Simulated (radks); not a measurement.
**The Coulomb parameter U of the 5d shell of Ir²⁺**

One table from this session's results is given with a row withheld; the runs are named, their logs left out.

The numbers are computed with radks (a radial shooting solver on a logarithmic mesh, Libxc functionals) version 1 (Dirac Kohn-Sham, PBE, spin-unpolarised, spherical densities, point nucleus; open shells are shared between the two j in proportion to 2j + 1), except any that are marked as measured or tabulated.

## Starting point

- element: iridium (Z = 77)
- charge: +2
- electrons: 75
- configuration: [Xe] 4f14 5d5.5 6s1.5

The first run:

Input:

```text
Z 77
configuration [Xe] 4f14 5d5.5 6s1.5
relativity Dirac
functional pbe,pbe
spin unpolarised
j_filling average
nucleus point
c 137.035999084
```

Among the steps run: Start: [Xe] 4f14 5d5.5 6s1.5.

One of the session's tables, all rows but one given; the rest of the session is left out.

It belongs to the step «Start: [Xe] 4f14 5d5.5 6s1.5». Sizes of the orbitals, from the radial functions (bohr):

| level | <r> | outermost maximum (interpolated) | 90 % within | nodes |
| --- | --- | --- | --- | --- |
| 5s1/2 | 0.9755 | 0.891 | 1.40 | 4 |
| 5p1/2 | 1.058 | 0.946 | 1.53 | 3 |
| 4f5/2 | ? | ? | ? | ? |
| 4f7/2 | 0.5385 | 0.397 | 0.874 | 0 |
| 5p3/2 | 1.153 | 1.03 | 1.67 | 3 |
| 5d3/2 | 1.535 | 1.25 | 2.34 | 2 |
| 5d5/2 | 1.584 | 1.29 | 2.42 | 2 |
| 6s1/2 | 2.476 | 2.20 | 3.56 | 5 |

**Question.** Estimate the row for 4f5/2.

**Answer.** <r>: 0.5309; outermost maximum (interpolated): 0.393; 90 % within: 0.861; nodes: 0. In the column «<r>» it is the lowest.
